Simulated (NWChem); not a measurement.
# CH4ClNSi (SMILES [H]/N=C(/[SiH3])Cl) at 3 levels

We compute a comparison of 3 runs (HF/STO-3G, HF/3-21G, B3LYP/6-31G*) of CH4ClNSi. 

Program for the calculation: NWChem 7.3.0.

### Step 1. The molecule

The species is CH4ClNSi (8 atoms), meant as a singlet with charge 0. As SMILES, `[H]/N=C(/[SiH3])Cl`. The shape is that of a PBE0-D4/def2-TZVP optimisation.

Bond lengths: N1–C2 1.248 Å, C2–Si3 1.893 Å, C2–Cl4 1.786 Å, N1–H5 1.020 Å, Si3–H6 1.482 Å, Si3–H7 1.482 Å, Si3–H8 1.480 Å. Angles: N1–C2–Si3 124.3°, N1–C2–Cl4 123.1°, Si3–C2–Cl4 112.7°, C2–N1–H5 114.3°, C2–Si3–H6 107.8°, C2–Si3–H7 107.7°, C2–Si3–H8 108.6°, H6–Si3–H7 109.8°, H6–Si3–H8 111.4°, H7–Si3–H8 111.4°.

### Step 2. Energy and gradient at HF/STO-3G (run 1)

The input, ch4clnsi.nw:

```
start ch4clnsi
title "CH4ClNSi hf"
memory stack 880 mb heap 220 mb global 1100 mb

geometry units bohr noautosym nocenter noautoz
  N     -0.25322330     2.74898459    -1.81772756
  C     -0.79085038     0.63381414    -0.92596580
  Si     1.23474705    -1.13062314     1.43675877
  Cl    -3.58877888    -1.05938047    -1.75990194
  H     -1.55070926     3.43457723    -3.06872625
  H      1.93243394    -3.59142450     0.29423036
  H     -0.30897022    -1.55448871     3.73579958
  H      3.49958381     0.41063749     2.00008613
end

basis spherical bse
  * library STO-3G
end

scf
  thresh 1e-08
  maxiter 80
  noprint "final vectors analysis"
end

task scf gradient
```

Started as:

```bash
$ nwchem ch4clnsi.nw > ch4clnsi.out
```

Log:

```text
[...]
  functions       =    32
[...]
  wavefunction    = RHF
[...]
         Total SCF energy =   -833.623190608061
      One-electron energy =  -1543.468694611158
      Two-electron energy =    514.442876378403
 Nuclear repulsion energy =    195.402627624694
        Time for solution =      2.7s
[...]
                         RHF ENERGY GRADIENTS
    atom               coordinates                        gradient
                 x          y          z           x          y          z
   1 N      -0.253223   2.748985  -1.817728   -0.024692  -0.019445  -0.004720
   2 C      -0.790850   0.633814  -0.925966   -0.018141   0.022896  -0.025312
   3 Si      1.234747  -1.130623   1.436759   -0.012967   0.012635  -0.015989
   4 Cl     -3.588779  -1.059380  -1.759902    0.021865   0.008839   0.009092
   5 H      -1.550709   3.434577  -3.068726    0.019452  -0.008369   0.017647
   6 H       1.932434  -3.591425   0.294230    0.007248  -0.028305  -0.012719
   7 H      -0.308970  -1.554489   3.735800   -0.017861  -0.005481   0.025839
   8 H       3.499584   0.410637   2.000086    0.025095   0.017231   0.006162
[...]
```

It took 4.8 s on 1 thread of Intel Xeon Platinum 8488C (Sapphire Rapids), shared host; peak memory 0.096 GiB.

### Step 3. Energy and forces at HF/3-21G (run 2)

The input, nw.nw:

```
start nw
memory total 2200 mb
charge 0
geometry noautosym nocenter noautoz
   N    -0.134000    1.454700   -0.961900
   C    -0.418500    0.335400   -0.490000
   Si    0.653400   -0.598300    0.760300
   Cl   -1.899100   -0.560600   -0.931300
   H    -0.820600    1.817500   -1.623900
   H     1.022600   -1.900500    0.155700
   H    -0.163500   -0.822600    1.976900
   H     1.851900    0.217300    1.058400
end
basis spherical bse
   * library 3-21G
end
scf
   thresh 1e-08
   maxiter 80
end
task scf gradient
```

Started as:

```bash
$ nwchem nw.nw > nw.out
```

Log:

```text
[...]
  functions       =    52
[...]
  wavefunction    = RHF
[...]
         Total SCF energy =   -838.768852847278
      One-electron energy =  -1547.158066770134
      Two-electron energy =    512.986572299448
 Nuclear repulsion energy =    195.402641623407
        Time for solution =      2.6s
[...]
                         RHF ENERGY GRADIENTS
    atom               coordinates                        gradient
                 x          y          z           x          y          z
   1 N      -0.253223   2.748984  -1.817727    0.014280   0.011532   0.002550
   2 C      -0.790850   0.633814  -0.925966   -0.035634  -0.027353  -0.007202
   3 Si      1.234747  -1.130623   1.436759   -0.007397   0.002428  -0.006281
   4 Cl     -3.588779  -1.059380  -1.759902    0.034193   0.017893   0.011825
   5 H      -1.550709   3.434577  -3.068726   -0.005733  -0.005752  -0.000360
   6 H       1.932434  -3.591424   0.294230    0.000129   0.000026  -0.000473
   7 H      -0.308970  -1.554489   3.735799   -0.000267   0.000397   0.000150
   8 H       3.499584   0.410637   2.000086    0.000429   0.000829  -0.000208
[...]
```

It took 4.8 s on 1 thread of Intel Xeon Platinum 8488C (Sapphire Rapids), shared host; peak memory 0.096 GiB.

### Step 4. Energy and gradient at B3LYP/6-31G(d) (Cartesian functions) (run 3)

The input, run.py:

```python
from ase import Atoms
from ase.calculators.nwchem import NWChem

system = Atoms(['N', 'C', 'Si', 'Cl', 'H', 'H', 'H', 'H'], positions=[
    [-0.134000, 1.454700, -0.961900],
    [-0.418500, 0.335400, -0.490000],
    [0.653400, -0.598300, 0.760300],
    [-1.899100, -0.560600, -0.931300],
    [-0.820600, 1.817500, -1.623900],
    [1.022600, -1.900500, 0.155700],
    [-0.163500, -0.822600, 1.976900],
    [1.851900, 0.217300, 1.058400],
])

calc = NWChem(
    label='struct',
    theory='dft',
    memory='2200 mb',
    basis='6-31G*',
    dft={'xc': 'b3lyp', 'mult': '1', 'grid': 'xfine', 'convergence': 'energy 1e-08', 'iterations': '100', 'mulliken': None},
)
system.calc = calc

forces = system.get_forces()
print(f"energy = {system.get_potential_energy():.6f} eV")
print("forces (eV/A):")
for s, f in zip(system.symbols, forces):
    print(f"{s:2s} {f[0]:10.5f} {f[1]:10.5f} {f[2]:10.5f}")
print("dipole (e A):", system.get_dipole_moment().round(4))
```

Started as:

```bash
$ export ASE_NWCHEM_COMMAND="nwchem PREFIX.nwi > PREFIX.nwo"
$ python run.py
```

Log:

```text
energy = -22991.737449 eV
forces (eV/A):
N     0.34576    0.62509   -0.14146
C     0.26308   -0.26601    0.32776
Si    0.11642   -0.03276    0.09662
Cl   -0.65321   -0.38124   -0.20245
H    -0.12881    0.10022   -0.14321
H     0.02227   -0.02036    0.01358
H     0.01280   -0.01214    0.02756
H     0.02175   -0.01275    0.02160
dipole (e A): [ 0.0408 -0.0271  0.0425]
```

The calculator wrote struct.nwi:

```
title "struct"

permanent_dir struct

scratch_dir struct

start struct

geometry units angstrom nocenter noautosym noautoz
  N  -1.3400000000000001e-01 1.4547000000000001e+00 -9.6189999999999998e-01
  C  -4.1849999999999998e-01 3.3539999999999998e-01 -4.8999999999999999e-01
  Si 6.5339999999999998e-01 -5.9830000000000005e-01 7.6029999999999998e-01
  Cl -1.8991000000000000e+00 -5.6059999999999999e-01 -9.3130000000000002e-01
  H  -8.2060000000000000e-01 1.8174999999999999e+00 -1.6238999999999999e+00
  H  1.0226000000000000e+00 -1.9005000000000001e+00 1.5570000000000001e-01
  H  -1.6350000000000001e-01 -8.2260000000000000e-01 1.9769000000000001e+00
  H  1.8519000000000001e+00 2.1729999999999999e-01 1.0584000000000000e+00
end

memory 2200 mb

basis noprint
   * library 6-31G*
end

dft
  xc b3lyp
  mult 1
  grid xfine
  convergence energy 1e-08
  iterations 100
  mulliken
end

task dft gradient
```

struct.nwo:

```text
Northwest Computational Chemistry Package (NWChem) 7.3.0
             --------------------------------------------------------

           Job information
           ---------------

    nwchem branch   = 7.3.0
    use scalapack   = T
    input           = struct.nwi
    prefix          = struct.
    data base       = struct/struct.db
    status          = startup
    nproc           =        1

           Memory information
           ------------------

    heap     =     72089594 doubles =      550.0 Mbytes
    stack    =     72089599 doubles =      550.0 Mbytes
    global   =    144179200 doubles =     1100.0 Mbytes (distinct from heap & stack)
    total    =    288358393 doubles =     2200.0 Mbytes
    verify   = yes
    hardfail = no

[... 109 lines left out ...]
  convergence criterion.
[... 42 lines left out ...]
          Spatial weights used:  Erf1
[... 75 lines left out ...]
         Total DFT energy =     -844.930773770677
[... 3 lines left out ...]
 Nuclear repulsion energy =      195.402641623407
[... 600 lines left out ...]
          Convergence on gradient requested:  5.00D-04
[... 29 lines left out ...]
          total energy or number of iterations.
[... 26 lines left out ...]
                         DFT ENERGY GRADIENTS

    atom               coordinates                        gradient
                 x          y          z           x          y          z
   1 N      -0.253223   2.748984  -1.817727   -0.006724  -0.012156   0.002751
   2 C      -0.790850   0.633814  -0.925966   -0.005116   0.005173  -0.006374
   3 Si      1.234747  -1.130623   1.436759   -0.002264   0.000637  -0.001879
[... 4 lines of this table left out ...]
   8 H       3.499584   0.410637   2.000086   -0.000423   0.000248  -0.000420

                 ----------------------------------------
                 |  Time  |  1-e(secs)   |  2-e(secs)   |
                 ----------------------------------------
                 |  CPU   |       0.01   |       8.08   |
                 ----------------------------------------
                 |  WALL  |       0.01   |       8.08   |
                 ----------------------------------------

 Task  times  cpu:       49.5s     wall:       49.5s
 Total times  cpu:       49.6s     wall:       49.6s
```

Wall time 51 s (1 thread of Intel Xeon Platinum 8488C (Sapphire Rapids), shared host); peak memory 0.13 GiB.

### Step 5. All runs side by side

```csv
run,level,Cartesian functions,iteration cap,energy (Eh),dipole moment (D),largest force (eV/Å),wall time
1,HF/STO-3G,no,80,-833.623191,1.30,1.988,4.8 s
2,HF/3-21G,no,80,-838.768853,0.54,2.339,4.8 s
3,B3LYP/6-31G* (Cartesian functions),yes,100,-844.930774,0.31,0.783,51 s
```

### Step 6. Outcome

| quantity | value |
| --- | --- |
| run 3: total energy | -844.93077 Eh |
| run 3: dipole moment | 0.31 D |
| run 3: HOMO energy | -7.84 eV |
| run 3: LUMO energy | -1.05 eV |
| run 3: HOMO–LUMO gap | 6.79 eV |
| run 3: largest force on an atom | 0.783 eV/Å |

In words: The dipole moment (its size) runs from 0.31 D (B3LYP/6-31G*) to 1.30 D (HF/STO-3G). The two ends differ in method and basis. In run 1 the basis is minimal, so the values are rough. All runs together took 61 s, the longest 51 s.
